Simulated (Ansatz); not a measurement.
# YLu2F3: the cost of one run

Computed with Ansatz 0.2.0 (DFT PBE, scalar-relativistic, plane waves, PAW, unless a step's input says otherwise).

## (1) The system as given

Symmetry: P-6m2, No. 187, hexagonal system. Conventional cell: a = 5.278 Å, b = 5.278 Å, c = 5.091 Å, α = 90.00°, β = 90.00°, γ = 120.00°. Around Y (site symmetry -6m2) lie 3 F at 1.57 Å. Lu (site symmetry -6m2) is surrounded by 3 F at 1.48 Å. Lu (site symmetry -6m2) has 2 Lu at 2.55 Å in its first shell of neighbours. Around F (site symmetry mm2) lie 1 Lu at 1.48 Å and 1 Y at 1.57 Å.

Coordinates:

```cif
data_structure
_symmetry_space_group_name_H-M 'P-6m2'
_symmetry_Int_Tables_number 187
_cell_length_a 5.2779
_cell_length_b 5.2779
_cell_length_c 5.0909
_cell_angle_alpha 90.000
_cell_angle_beta 90.000
_cell_angle_gamma 120.000
_cell_volume 122.81
loop_
_atom_site_label
_atom_site_type_symbol
_atom_site_symmetry_multiplicity
_atom_site_Wyckoff_symbol
_atom_site_fract_x
_atom_site_fract_y
_atom_site_fract_z
_atom_site_occupancy
Y1 Y 1 a 0.00000 0.00000 0.00000 1
Lu1 Lu 1 e 0.66667 0.33333 0.00000 1
Lu2 Lu 1 f 0.66667 0.33333 0.50000 1
F1 F 3 j 0.82842 0.17158 0.00000 1
```

The cell is invented: random cell by space group and Wyckoff sites (P-6m2, No. 187). Lengths come from tabulated atomic sizes and are only a guess.

## (2) Probe: one point on a coarse mesh

The input, input.yaml:

```yaml
crystal:
  lattice:
    - [5.27785574, 0.0, 0.0]
    - [-2.63892787, 4.57075715, 0.0]
    - [0.0, 0.0, 5.09091992]
  atoms:
    - { symbol: "Y", position: [0.0, 0.0, 0.0] }
    - { symbol: Lu, position: [0.66666667, 0.33333333, 0.0] }
    - { symbol: Lu, position: [0.66666667, 0.33333333, 0.5] }
    - { symbol: F, position: [0.82842002, 0.17157998, 0.0] }
    - { symbol: F, position: [0.82842002, 0.65684004, 0.0] }
    - { symbol: F, position: [0.34315996, 0.17157998, 0.0] }
basis:
  ecutwfc: 420
kpoints:
  mp_grid: { grid: [6, 6, 4] }
hamiltonian:
  xc: pbe
scf:
  occupations: { method: gaussian, width: 0.1 }
  lower_state_search: "off"
output:
  forces: true
  stress: true
  eigenvalues: true
```

Run with:

```sh
$ ansatz run input.yaml --threads 1 --pin off --max-ram 2560MiB --backend cpu --events-out ev --progress --plain --runs-dir out
```

Q: Estimate wall time and peak memory on 1 thread of Arm Neoverse V1, shared host.

About 28 s, with a peak of 0.4 GiB.
